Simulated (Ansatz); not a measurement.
# C₈H₂₀O₂Si: how energies converge with the basis set

The task here is to estimate one member of a computed series from the others.

The runs use Ansatz 0.2.0, Gaussian basis; one geometry, several basis sets.

Levels to be run: PBE0-D4/def2-SVP; ωB97M-V/def2-SVP; PBE0-D4/def2-QZVPP; ωB97M-V/def2-QZVPP; the functionals' def2-TZVPP values are taken from earlier runs.

### Structure used throughout

An earlier PBE0-D4 in a triple-zeta def2 set relaxation fixed the geometry.

SMILES `CC(C)(C)O[SiH2]OC(C)(C)C`, 31 atoms, charge 0, spin multiplicity 1.

Atoms are counted from 1 here; the program's logs count them from 0.

Bond lengths: C1–C2 1.521 Å, C1–H12 1.092 Å, C1–H13 1.092 Å, C1–H14 1.092 Å, C2–C3 1.519 Å, C2–C4 1.522 Å, C2–O5 1.430 Å, C3–H15 1.092 Å, C3–H16 1.092 Å, C3–H17 1.092 Å, C4–H18 1.093 Å, C4–H19 1.091 Å, C4–H20 1.092 Å, O5–Si6 1.633 Å, Si6–O7 1.633 Å, Si6–H21 1.484 Å, Si6–H22 1.484 Å, O7–C8 1.430 Å and more. Angles: C2–C1–H12 110.1°, C2–C1–H13 110.7°, C2–C1–H14 110.8°, H12–C1–H13 108.4°, H12–C1–H14 108.6°, H13–C1–H14 108.2°, C1–C2–C3 110.6°, C1–C2–C4 110.6°, C1–C2–O5 108.5°, C3–C2–C4 110.4°, C3–C2–O5 105.9°, C4–C2–O5 110.7°, C2–C3–H15 110.8°, C2–C3–H16 110.3°, C2–C3–H17 110.1°, H15–C3–H16 108.6°, H15–C3–H17 108.7°, H16–C3–H17 108.3° and more.

The first run:

in.yaml

```yaml
crystal:
  periodic: [false, false, false]
  atoms:
    - {symbol: C, position_ang: [-3.258328, 0.718800, -1.106300]}
    - {symbol: C, position_ang: [-1.925541, -0.009915, -1.192864]}
    - {symbol: C, position_ang: [-2.086527, -1.333538, -1.920255]}
    - {symbol: C, position_ang: [-0.885150, 0.855714, -1.889429]}
    - {symbol: O, position_ang: [-1.502849, -0.341462, 0.132589]}
    - {symbol: Si, position_ang: [-0.765606, 0.582241, 1.259936]}
    - {symbol: O, position_ang: [0.820378, 0.856541, 0.982513]}
    - {symbol: C, position_ang: [1.945198, -0.011040, 1.148177]}
    - {symbol: C, position_ang: [2.340127, -0.013454, 2.617480]}
    - {symbol: C, position_ang: [3.055205, 0.581539, 0.297472]}
    - {symbol: C, position_ang: [1.612215, -1.420621, 0.680048]}
    - {symbol: H, position_ang: [-3.989113, 0.103143, -0.578232]}
    - {symbol: H, position_ang: [-3.148419, 1.662816, -0.567837]}
    - {symbol: H, position_ang: [-3.645053, 0.938599, -2.104123]}
    - {symbol: H, position_ang: [-2.438274, -1.174550, -2.942108]}
    - {symbol: H, position_ang: [-1.132092, -1.862602, -1.958985]}
    - {symbol: H, position_ang: [-2.807057, -1.964700, -1.396817]}
    - {symbol: H, position_ang: [-0.744581, 1.804944, -1.366120]}
    - {symbol: H, position_ang: [0.078466, 0.344669, -1.930032]}
    - {symbol: H, position_ang: [-1.201710, 1.078738, -2.910824]}
    - {symbol: H, position_ang: [-1.358627, 1.941410, 1.317584]}
    - {symbol: H, position_ang: [-0.971955, -0.165333, 2.525207]}
    - {symbol: H, position_ang: [1.535844, -0.422611, 3.233044]}
    - {symbol: H, position_ang: [2.547153, 1.004913, 2.952147]}
    - {symbol: H, position_ang: [3.234233, -0.620540, 2.777293]}
    - {symbol: H, position_ang: [2.757246, 0.601907, -0.752846]}
    - {symbol: H, position_ang: [3.265385, 1.604906, 0.613801]}
    - {symbol: H, position_ang: [3.970530, -0.007612, 0.388397]}
    - {symbol: H, position_ang: [1.304140, -1.417652, -0.367059]}
    - {symbol: H, position_ang: [0.801504, -1.853569, 1.271630]}
    - {symbol: H, position_ang: [2.485558, -2.068779, 0.781814]}
basis:
  gaussian: {orbitals: def2-SVP}
hamiltonian: {xc: pbe0, dispersion: d4}
output: {orbitals: {seedname: orbitals}}
```

Run with:

```
$ ansatz run in.yaml --threads 11 --pin off --events-out ev --progress --plain --max-ram 174080MiB --backend cpu
```

Among the steps run: PBE0-D4 in def2-SVP; ωB97M-V in def2-SVP; PBE0-D4 in def2-QZVPP; ωB97M-V in def2-QZVPP.

One of the session's tables, all rows but one given; the rest of the session is left out.

It belongs to the step «Functionals by basis». 

```
functional       basis  HOMO (eV)  LUMO (eV)
   PBE0-D4    def2-SVP          ?          ?
   PBE0-D4  def2-TZVPP      -7.92       0.87
   PBE0-D4  def2-QZVPP      -7.94       0.47
   ωB97M-V    def2-SVP     -10.20       2.98
   ωB97M-V  def2-TZVPP     -10.31       2.33
   ωB97M-V  def2-QZVPP     -10.32       1.58
```

**Question.** Estimate the row for PBE0-D4, def2-SVP.

The run gave: HOMO (eV): -7.84; LUMO (eV): 1.36. In the column «HOMO (eV)» it is the highest.
